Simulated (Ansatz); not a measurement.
# C₂HK (SMILES C#[C][K]): one structure at several levels

One table from this session's results is given with a row withheld; the runs are named, their logs left out.

The runs use Ansatz 0.2.0, Gaussian basis; single points in def2-TZVPP.

Cores are frozen in the correlated methods. The outer core shell of Li, Na, Mg and K is correlated.

### The system as given

SMILES `C#[C][K]`, 4 atoms, charge 0, spin multiplicity 1.

Atoms are counted from 1 here; the program's logs count them from 0.

Bond lengths: C1–C2 1.127 Å, C1–H4 0.993 Å, C2–K3 2.724 Å. Angles: C2–C1–H4 170.4°, C1–C2–K3 171.4°.

Geometry (Å):

```xyz
4
C2HK
C    -0.7824    0.4201   -0.3311
C     0.0976   -0.1705    0.0512
K     2.4198   -1.4659    0.6408
H    -1.6498    0.8202   -0.6006
```

The first run:

File run/in.yaml:

```yaml
crystal:
  periodic: [false, false, false]
  atoms:
    - {symbol: C, position_ang: [-0.782400, 0.420100, -0.331100]}
    - {symbol: C, position_ang: [0.097600, -0.170500, 0.051200]}
    - {symbol: K, position_ang: [2.419800, -1.465900, 0.640800]}
    - {symbol: H, position_ang: [-1.649800, 0.820200, -0.600600]}
basis:
  gaussian: {orbitals: def2-TZVPP}
correlation: {method: ccsd_t}
output: {forces: true}
```

No record of the launch command was kept for these runs.

Steps of the session up to this table: CCSD(T)/def2-TZVPP; PBE0-D4/def2-TZVPP; wB97M-V/def2-TZVPP; r2SCAN-D4/def2-TZVPP; PBE-D4/def2-TZVPP; wB97X-V/def2-TZVPP; revPBE-D4/def2-TZVPP.

One table of the session follows, with a row left open; its other results are not shown here.

```
   method  RMS force component (eV/Å)  angle to CCSD(T) forces (°)  dipole (D)
  CCSD(T)                       5.105                    reference        9.88
  PBE0-D4                       4.638                          1.8        9.67
  wB97M-V                           ?                            ?           ?
r2SCAN-D4                       4.722                          1.1        9.71
   PBE-D4                       4.920                          1.6        9.26
  wB97X-V                       4.626                          2.1        9.88
revPBE-D4                       5.037                          1.2        9.27
```

Estimate the missing values for wB97M-V.

**Answer.** RMS force component (eV/Å): 4.540; angle to CCSD(T) forces (°): 1.5; dipole (D): 9.80. In the column «RMS force component (eV/Å)» it is the lowest.
